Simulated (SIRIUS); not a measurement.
Runs of SIRIUS 7.10.0 on HfB4. Symmetry: P6/mmm, No. 191, hexagonal system. The conventional cell has a = 3.988 Å, b = 3.988 Å, c = 6.290 Å, α = 90.00°, β = 90.00°, γ = 120.00°. Hf (site symmetry 6/mmm) is surrounded by 8 B at 2.30 to 2.33 Å. Around B (site symmetry 6mm) lie 1 B at 1.64 Å. Around B (site symmetry -6m2) lie 3 B at 2.30 Å and 3 Hf at 2.30 Å. The cell was built by a generator and needn't be a form met in nature.

```tsv
level	U	cell	k mesh	form of the Hubbard term	hubbard projectors	start of the occupations	mesh quality	gap on the mesh (eV)	pressure (GPa)	largest force (eV/Å)
PBE+U	Hf d U = 2 eV	as given	4 × 4 × 2	simplified (Dudarev)	orthogonalised atomic orbitals	the program's own	coarse	none	(a)	0.07
PBE+U	Hf d U = 4 eV	as given	4 × 4 × 2	simplified (Dudarev)	orthogonalised atomic orbitals	the program's own	coarse	none	(b)	0.23
PBE+U	Hf d U = 8 eV	as given	4 × 4 × 2	simplified (Dudarev)	orthogonalised atomic orbitals	the program's own	coarse	none	(c)	0.69
PBE	-	as given	4 × 4 × 2	-	-	-	coarse	none	-0.4	0.08
PBE+U	Hf d U = 6 eV	as given	4 × 4 × 2	simplified (Dudarev)	orthogonalised atomic orbitals	the program's own	coarse	none	3.0	0.40
PBE	-	atoms moved at random, drawn with an rms of 0.05 Å	8 × 8 × 4	-	-	-	not flagged	none	0.3	1.40
```

Alike in all rows: task single point; potentials or basis PseudoDojo 0.4.1 PBE standard (scalar relativistic); no spin polarisation; cutoff (eV) 1054; smearing fermi-dirac 0.05 eV.

Question: Estimate the missing entries.

Answer: (a) 0.5; (b) 1.7; (c) 4.7.

Caveats: some runs use coarse meshes; U without spin polarisation on a metal has little footing (some runs); the U is typed as a test and isn't derived for this compound (some runs).

A k mesh can miss the band edges, and the runs leave out spin-orbit coupling on Hf.

A gap of «none» marks a metal or a gap under the smearing width.
